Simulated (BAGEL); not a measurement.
**C2H5FSi (SMILES CC[Si]F): HF/STO-3G (density fitting with qzvpp-jkfit)**

What is the energy change on altering one bond length of C2H5FSi at HF/STO-3G (density fitting with qzvpp-jkfit)? 

The results are computed with BAGEL 1.2.2.

## (1) The molecule

C2H5FSi: 9 atoms, total charge 0, spin state singlet. SMILES: `CC[Si]F`. The coordinates come from a PBE0-D4/def2-TZVP relaxation. This is one conformer, not always the lowest.

Bond lengths: C1–C2 1.523 Å, C2–Si3 1.891 Å, Si3–F4 1.621 Å, C1–H5 1.091 Å, C1–H6 1.093 Å, C1–H7 1.093 Å, C2–H8 1.106 Å, C2–H9 1.099 Å. Some angles: C1–C2–Si3 119.6°, C2–Si3–F4 100.1°, C1–C2–H8 110.7°, C1–C2–H9 112.0°, Si3–C2–H8 102.3°, Si3–C2–H9 107.2°, C2–C1–H5 111.2°, C2–C1–H6 111.9°, C2–C1–H7 111.2°, H8–C2–H9 103.6°.

## (2) A single-point energy at HF/STO-3G (density fitting with qzvpp-jkfit)

hf.json reads:

```json
{ "bagel": [

{
  "title": "molecule",
  "basis": "sto-3g",
  "df_basis": "qzvpp-jkfit",
  "angstrom": true,
  "geometry": [
    { "atom": "C", "xyz": [      -0.384800,       0.808200,      -0.298200 ] },
    { "atom": "C", "xyz": [       0.090700,      -0.249100,       0.690200 ] },
    { "atom": "Si", "xyz": [       1.193500,      -1.662100,       0.086400 ] },
    { "atom": "F", "xyz": [       0.886100,      -1.602100,      -1.503600 ] },
    { "atom": "H", "xyz": [      -0.878900,       0.351500,      -1.157400 ] },
    { "atom": "H", "xyz": [      -1.087300,       1.508200,       0.161100 ] },
    { "atom": "H", "xyz": [       0.453300,       1.392500,      -0.685300 ] },
    { "atom": "H", "xyz": [      -0.769100,      -0.791300,       1.126000 ] },
    { "atom": "H", "xyz": [       0.585000,       0.197700,       1.563800 ] }
  ]
},

{ "title": "hf" },

{ "title": "print", "file": "orbitals.molden", "orbitals": true }

]}
```

Command:

```
$ BAGEL_NUM_THREADS=1 BAGEL hf.json > hf.out
```

Log:

```text
* using 1 threads per process

  ===============================================================
  ===============================================================

  *** Geometry ***

  { "atom" : "C", "xyz" : [     -0.727167,      1.527277,     -0.563516 ] },
  { "atom" : "C", "xyz" : [      0.171398,     -0.470731,      1.304289 ] },
  { "atom" : "Si", "xyz" : [      2.255388,     -3.140914,      0.163272 ] },
  { "atom" : "F", "xyz" : [      1.674486,     -3.027530,     -2.841392 ] },
  { "atom" : "H", "xyz" : [     -1.660880,      0.664239,     -2.187169 ] },
  { "atom" : "H", "xyz" : [     -2.054699,      2.850085,      0.304435 ] },
  { "atom" : "H", "xyz" : [      0.856613,      2.631444,     -1.295029 ] },
  { "atom" : "H", "xyz" : [     -1.453388,     -1.495340,      2.127832 ] },
  { "atom" : "H", "xyz" : [      1.105490,      0.373599,      2.955154 ] },

  Number of auxiliary basis functions:      445

  Since a DF basis is specified, we compute 2- and 3-index integrals:
    o Being stored without compression. Storage requirement is 0.003 GB

  Number of basis functions:       29
  Number of electrons      :       40

    * METHOD: MOLECULE                             0.15

  *** RHF ***

  === Nuclear Repulsion ===
   156.5007983419

      * DIIS with orbital gradients will be used.

  === RHF iteration (sto-3g) ===
      0       -461.28875048          0.01222561           0.02
      1       -461.34357441          0.00387608           0.02
      2       -461.34780601          0.00080496           0.02
      3       -461.34817524          0.00018065           0.02
      4       -461.34819336          0.00008595           0.02
      5       -461.34819866          0.00001307           0.02
      6       -461.34819875          0.00000337           0.02
      7       -461.34819876          0.00000082           0.02
      8       -461.34819876          0.00000014           0.02
      9       -461.34819876          0.00000004           0.02
     10       -461.34819876          0.00000001           0.02
     11       -461.34819876          0.00000001           0.02
    * SCF iteration converged.

    * Permanent dipole moment:
           (   -0.104249,     0.101061,    -0.280863) a.u.

    * METHOD: HF                                   0.28

    * METHOD: PRINT                                0.00

  ===============================================================
```

It took 0.6 s on 1 thread of Arm Neoverse V1, shared host; peak memory 0.083 GiB.

## (3) The distorted shape at the same level

input.json reads:

```json
{ "bagel" : [

{
  "title" : "molecule",
  "basis" : "sto-3g",
  "df_basis" : "qzvpp-jkfit",
  "angstrom" : true,
  "geometry" : [
    { "atom" : "C", "xyz" : [    0.303011,    1.241942,   -0.646825 ] },
    { "atom" : "C", "xyz" : [    0.778511,    0.184642,    0.341575 ] },
    { "atom" : "Si", "xyz" : [    1.881311,   -1.228358,   -0.262225 ] },
    { "atom" : "F", "xyz" : [    1.573911,   -1.168358,   -1.852225 ] },
    { "atom" : "H", "xyz" : [   -0.191089,    0.785242,   -1.506025 ] },
    { "atom" : "H", "xyz" : [   -0.399489,    1.941942,   -0.187525 ] },
    { "atom" : "H", "xyz" : [    1.141111,    1.826242,   -1.033925 ] },
    { "atom" : "H", "xyz" : [   -0.769100,   -0.791300,    1.126000 ] },
    { "atom" : "H", "xyz" : [    1.272811,    0.631442,    1.215175 ] }
  ]
},
{
  "title" : "hf"
},
{
  "title" : "print",
  "file" : "orbitals.molden",
  "orbitals" : true
}

]}
```

Command:

```
$ BAGEL_NUM_THREADS=1 BAGEL input.json > input.out
```

Log:

```text
* using 1 threads per process

  ===============================================================
  ===============================================================

  *** Geometry ***

  { "atom" : "C", "xyz" : [      0.572608,      2.346930,     -1.222322 ] },
  { "atom" : "C", "xyz" : [      1.471173,      0.348923,      0.645483 ] },
  { "atom" : "Si", "xyz" : [      3.555163,     -2.321260,     -0.495533 ] },
  { "atom" : "F", "xyz" : [      2.974261,     -2.207877,     -3.500198 ] },
  { "atom" : "H", "xyz" : [     -0.361106,      1.483892,     -2.845975 ] },
  { "atom" : "H", "xyz" : [     -0.754925,      3.669739,     -0.354371 ] },
  { "atom" : "H", "xyz" : [      2.156387,      3.451097,     -1.953835 ] },
  { "atom" : "H", "xyz" : [     -1.453388,     -1.495340,      2.127832 ] },
  { "atom" : "H", "xyz" : [      2.405264,      1.193252,      2.296348 ] },

  Number of auxiliary basis functions:      445

  Since a DF basis is specified, we compute 2- and 3-index integrals:
    o Being stored without compression. Storage requirement is 0.003 GB

  Number of basis functions:       29
  Number of electrons      :       40

    * METHOD: MOLECULE                             0.15

  *** RHF ***

  === Nuclear Repulsion ===
   153.7684679574

      * DIIS with orbital gradients will be used.

  === RHF iteration (sto-3g) ===
      0       -461.04851014          0.01519751           0.02
      1       -461.12234053          0.00698066           0.02
      2       -461.13468731          0.00169438           0.02
      3       -461.13591032          0.00062628           0.02
      4       -461.13614580          0.00022286           0.02
      5       -461.13618819          0.00007164           0.02
      6       -461.13619240          0.00001703           0.02
      7       -461.13619262          0.00000719           0.02
      8       -461.13619267          0.00000271           0.02
      9       -461.13619267          0.00000106           0.02
     10       -461.13619267          0.00000047           0.02
     11       -461.13619267          0.00000018           0.02
     12       -461.13619267          0.00000008           0.02
     13       -461.13619267          0.00000003           0.02
     14       -461.13619267          0.00000001           0.02
     15       -461.13619267          0.00000000           0.02
    * SCF iteration converged.

    * Permanent dipole moment:
           (   -0.358099,    -0.153497,    -0.092501) a.u.

    * METHOD: HF                                   0.36

    * METHOD: PRINT                                0.00

  ===============================================================
```

Run time: 0.68 s. Hardware: 1 thread of Arm Neoverse V1, shared host; peak memory 0.083 GiB.

## (4) What came out

Level: HF/STO-3G (density fitting with qzvpp-jkfit).

| quantity | value |
| --- | --- |
| first shape: total energy | -461.34820 Eh |
| first shape: dipole moment | 0.80 D |
| first shape: HOMO energy | -6.07 eV |
| first shape: LUMO energy | 6.54 eV |
| first shape: HOMO–LUMO gap | 12.61 eV |
| distorted shape: total energy | -461.13619 Eh |
| distorted shape: dipole moment | 1.02 D |
| distorted shape: HOMO energy | -6.12 eV |
| distorted shape: LUMO energy | 5.07 eV |
| distorted shape: HOMO–LUMO gap | 11.18 eV |
| energy change with the C2–H8 bond stretched from 1.106 to 1.991 Å | 5.769 eV |

In words: With the C2–H8 bond stretched from 1.106 to 1.991 Å the energy rises by 5.77 eV (133 kcal/mol). The first shape isn't relaxed at this level, so the change isn't measured from a minimum. A restricted reference can't describe the breaking bond well at this length. The minimal basis adds a large error of its own.
